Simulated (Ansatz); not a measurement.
# ZrC: stress in a strained cell

Aim: deform ZrC (equal xy, yz and zx engineering shear strains of +1 %) and compute stress, forces and field gradients with LAPW, PAW and all-electron datasets made for the crystal.

Method: DFT PBEsol, scalar-relativistic, in Ansatz 0.2.0.

### Step 1. The structure to begin with

Symmetry: Fm-3m, No. 225, cubic system. Conventional cell: a = 4.700 Å, b = 4.700 Å, c = 4.700 Å, α = 90.00°, β = 90.00°, γ = 90.00°. Around Zr (site symmetry m-3m) lie 6 C at 2.35 Å. C (site symmetry m-3m) is surrounded by 6 Zr at 2.35 Å.

As a file:

```cif
data_structure
_symmetry_space_group_name_H-M 'P 1'
_symmetry_Int_Tables_number 1
_cell_length_a 3.3237
_cell_length_b 3.3237
_cell_length_c 3.3237
_cell_angle_alpha 60.000
_cell_angle_beta 60.000
_cell_angle_gamma 60.000
_cell_volume 25.96
loop_
_atom_site_label
_atom_site_type_symbol
_atom_site_fract_x
_atom_site_fract_y
_atom_site_fract_z
_atom_site_occupancy
Zr1 Zr 0.50000 0.50000 0.50000 1
C1 C 0.00000 0.00000 0.00000 1
```

Atoms are numbered in the order of the input: Zr1, C2.

### Step 2. After the deformation

Space group Fm-3m before, R-3m after.

### Step 3. LAPW, all electrons

Input file input.yaml:

```yaml
crystal:
  lattice:
    - [0.0235021, 2.36196105, 2.36196105]
    - [2.36196105, 0.0235021, 2.36196105]
    - [2.36196105, 2.36196105, 0.0235021]
  atoms:
    - { symbol: Zr, position: [0.5, 0.5, 0.5] }
    - { symbol: C, position: [0.0, 0.0, 0.0] }
kpoints:
  mp_grid: { grid: [15, 15, 15] }
  band_path:
    path:
      - [0.0, 0.0, 0.0]
      - [0.5, 0.5, 0.5]
      - [0.247543133, 0.5, 0.752456867]
      - [-0.247543133, 0.247543133, 0.5]
      - [0.0, 0.0, 0.5]
      - [0.0, 0.0, 0.0]
      - [-0.3737715665, 0.0, 0.3737715665]
      - [0.0, 0.3737715665, 0.6262284335]
      - [0.0, 0.5, 0.5]
    npoints: 5
scf:
  occupations: { method: fermi_dirac, width: 0.05 }
hamiltonian:
  xc: pbesol
  pseudopotentials: { kind: all_electron, lapw: { basis_error: 0.0005 } }
output:
  forces: true
  stress: true
  eigenvalues: true
```

Launch:

```bash
$ ansatz run input.yaml --threads 1 --pin off --max-ram 3072MiB --backend cpu --events-out ev --progress --plain --runs-dir out
```

### Step 4. PAW with frozen cores

Input file input.yaml:

```yaml
crystal:
  lattice:
    - [0.0235021, 2.36196105, 2.36196105]
    - [2.36196105, 0.0235021, 2.36196105]
    - [2.36196105, 2.36196105, 0.0235021]
  atoms:
    - { symbol: Zr, position: [0.5, 0.5, 0.5] }
    - { symbol: C, position: [0.0, 0.0, 0.0] }
kpoints:
  mp_grid: { grid: [15, 15, 15] }
scf:
  occupations: { method: fermi_dirac, width: 0.05 }
hamiltonian:
  xc: pbesol
  pseudopotentials: { kind: paw }
output:
  forces: true
  stress: true
  eigenvalues: true
  efg: { contact_densities: true }
```

### Step 5. Datasets made for this crystal

input.yaml: that of step 4 with these lines changed.

```diff
@@ -14,3 +14,3 @@
   xc: pbesol
-  pseudopotentials: { kind: paw }
+  pseudopotentials: { kind: all_electron, datasets: crystal }
 output:
```

(Steps that only read results are left out.)

Before running it: what results should come out? Wanted: pressure; largest shear or deviatoric stress.

The runs gave:

| quantity | value |
| --- | --- |
| pressure | LAPW -4.51, PAW -4.57, crystal datasets -4.51 GPa |
| largest shear or deviatoric stress (LAPW) | 1.56 GPa |

The largest part of the stress beyond the pressure is 1.56 GPa in size; the atoms are carried along and not relaxed. No run of the undeformed cell stands beside it, so the pressure holds what the given cell had before the change. PAW: stress within 0.06 GPa of LAPW. Crystal datasets: stress within 0.01 GPa of LAPW.
